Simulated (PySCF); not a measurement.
# AlI3: changing the method

Starting from one script, swap the method and compare what comes out for AlI3.

Method: method and basis as typed in the scripts; program: PySCF 2.14.0.

4 further runs of the same task are left out: 1 for a known fault of the program, 3 that didn't finish.

### 1 Starting geometry

AlI3: 4 atoms, charge 0, spin multiplicity 1.

Bond lengths: Al1–I2 2.475 Å, Al1–I3 2.475 Å, Al1–I4 2.475 Å. Angles: I2–Al1–I3 120.0°, I2–Al1–I4 120.0°, I3–Al1–I4 120.0°.

### 2 The base run

Contents of input.py:

```python
from pyscf import gto, dft
from pyscf.geomopt.geometric_solver import optimize

mol = gto.M(
    atom='Al 0 0 0; I 2.4748 0 0; I -1.2374 2.1432 0; I -1.2374 -2.1432 0',
    basis='lanl2dz',
    ecp={'Al': 'lanl2dz', 'I': 'lanl2dz'},
    charge=0,
    spin=0,
    symmetry=True,
    verbose=3,
)
mf = dft.UKS(mol, xc='blyp')
mf.kernel()
g = mf.nuc_grad_method()
g.grid_response = True
mol_eq = optimize(g.as_scanner(), maxsteps=30)
print('optimised geometry (angstrom)')
print(mol_eq.tostring('raw'))
print('orbital energies (hartree):', [e[max(0, n-3):n+3].round(4) for e, n in zip(mf.mo_energy, mol.nelec)])
```

Command:

```bash
$ python input.py
```

### 3 Stability test

Variant 1 changes step after the SCF: optimize → stability; point-group symmetry: on → off.

Contents of input.py:

```python
from pyscf import gto, dft

mol = gto.M(
    atom='Al 0 0 0; I 2.4748 0 0; I -1.2374 2.1432 0; I -1.2374 -2.1432 0',
    basis='lanl2dz',
    ecp={'Al': 'lanl2dz', 'I': 'lanl2dz'},
    charge=0,
    spin=0,
    verbose=3,
)
mf = dft.UKS(mol, xc='blyp')
mf.kernel()
mf.stability(internal=True, external=True)
mf.dip_moment()
print('orbital energies (hartree):', [e[max(0, n-3):n+3].round(4) for e, n in zip(mf.mo_energy, mol.nelec)])
```

### 4 B3pw91

Variant 2 changes functional: blyp → b3pw91.

input.py, as its differences from that of step 2:

```diff
@@ -12,3 +12,3 @@
 )
-mf = dft.UKS(mol, xc='blyp')
+mf = dft.UKS(mol, xc='b3pw91')
 mf.kernel()
```

### 5 Hcth407

Variant 3 changes functional: blyp → hcth407.

input.py, as its differences from that of step 2:

```diff
@@ -12,3 +12,3 @@
 )
-mf = dft.UKS(mol, xc='blyp')
+mf = dft.UKS(mol, xc='hcth407')
 mf.kernel()
```

### 6 Gradient

Variant 4 changes step after the SCF: optimize → gradient.

Contents of input.py:

```python
from pyscf import gto, dft

mol = gto.M(
    atom='Al 0 0 0; I 2.4748 0 0; I -1.2374 2.1432 0; I -1.2374 -2.1432 0',
    basis='lanl2dz',
    ecp={'Al': 'lanl2dz', 'I': 'lanl2dz'},
    charge=0,
    spin=0,
    symmetry=True,
    verbose=3,
)
mf = dft.UKS(mol, xc='blyp')
mf.kernel()
g = mf.nuc_grad_method()
g.grid_response = True
g.kernel()
mf.dip_moment()
print('orbital energies (hartree):', [e[max(0, n-3):n+3].round(4) for e, n in zip(mf.mo_energy, mol.nelec)])
```

Q: Predict the outcome of this session. Wanted: for each run, E(SCF); from base; SCF dipole; after the SCF.

The runs gave:

| run | E(SCF) (hartree) | from base (eV) | SCF dipole (D) | after the SCF |
| --- | --- | --- | --- | --- |
| base | -36.162190 | 0 | n/a | -0.122 eV |
| stability test | -36.162190 | 0.0000 | 0.00 | stable |
| b3pw91 | -36.377613 | not comparable | n/a | -0.064 eV |
| hcth407 | -36.547464 | not comparable | n/a | -0.071 eV |
| gradient | -36.162190 | 0.0000 | 0.00 | n/a |

SCF columns refer to the geometry typed in the script.

**Reading.** A lower total energy from another functional means nothing by itself.
